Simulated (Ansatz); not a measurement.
Working through a ladder of basis sets of H2ISn, SMILES [SnH2][I]

Program: Ansatz's Python interface.

At the Python prompt:
```pycon
>>> import ansatz
>>> GEOMETRY = '''
... Sn   -0.47270   -0.22780    0.17650
... I     1.59400    0.94110    1.46770
... H    -1.11890    0.90970   -1.09640
... H     0.05310   -1.68330   -0.56820
... '''
>>> system = ansatz.Crystal.molecule()
>>> for line in GEOMETRY.strip().splitlines():
...     symbol, *xyz = line.split()
...     system = system.atom(symbol, [float(v) for v in xyz])
...
>>> job = (
...     system.calculation()
...     .functional('pbe0')
...     .spin('collinear', total=1)  # two spin channels
... )
>>> energies = {}
>>> for basis in ['def2-SVP', 'def2-SVPD', 'def2-TZVP', 'def2-TZVPP']:
...     summary = job.basis(gaussian=basis).run().report
...     size = summary['n_frozen'] + summary['n_occupied'][0] + summary['n_virtual'][0]
...     energies[basis] = (summary['reference_energy_ev'] / 27.211386246, summary['free_energy_ev'] / 27.211386246)
...     print(f'{basis:14s} {size:4d} orbitals  reference {energies[basis][0]:14.6f} Ha  total {energies[basis][1]:14.6f} Ha')
...
def2-SVP         62 orbitals  reference    -513.210099 Ha  total    -513.210099 Ha
def2-SVPD        83 orbitals  reference    -513.212183 Ha  total    -513.212183 Ha
def2-TZVP       112 orbitals  reference    -513.228065 Ha  total    -513.228065 Ha
def2-TZVPP      128 orbitals  reference    -513.228474 Ha  total    -513.228474 Ha
>>> last = energies['def2-TZVPP'][1]
>>> for basis, (_, total) in energies.items():
...     print(f'{basis:14s} lies {27.211386 * (total - last):9.4f} eV above def2-TZVPP')
...
def2-SVP       lies    0.5000 eV above def2-TZVPP
def2-SVPD      lies    0.4433 eV above def2-TZVPP
def2-TZVP      lies    0.0111 eV above def2-TZVPP
def2-TZVPP     lies    0.0000 eV above def2-TZVPP
```

Against def2-SVP: def2-SVPD -2.1 mHa, def2-TZVP -18.0 mHa and def2-TZVPP -18.4 mHa. The last step alone is -0.41 mHa (these two sets differ little on atoms other than hydrogen). From the first set to the last the time grows from 3.8 to 6.2 s.

The drop along the ladder measures the basis error, and is no property of the molecule. The geometry is a force-field or estimated start, not a minimum of this method, and the last set is no limit. Much of the fall in a total is atomic energy, which cancels in bond and reaction energies. def2 sets replace the cores of elements past krypton by effective core potentials. The run takes the species as open-shell (spin multiplicity 2), which needn't be its ground state. Hardware and time: 21 s on 1 thread of Arm Neoverse V1, on a shared host, peak memory 0.37 GiB.
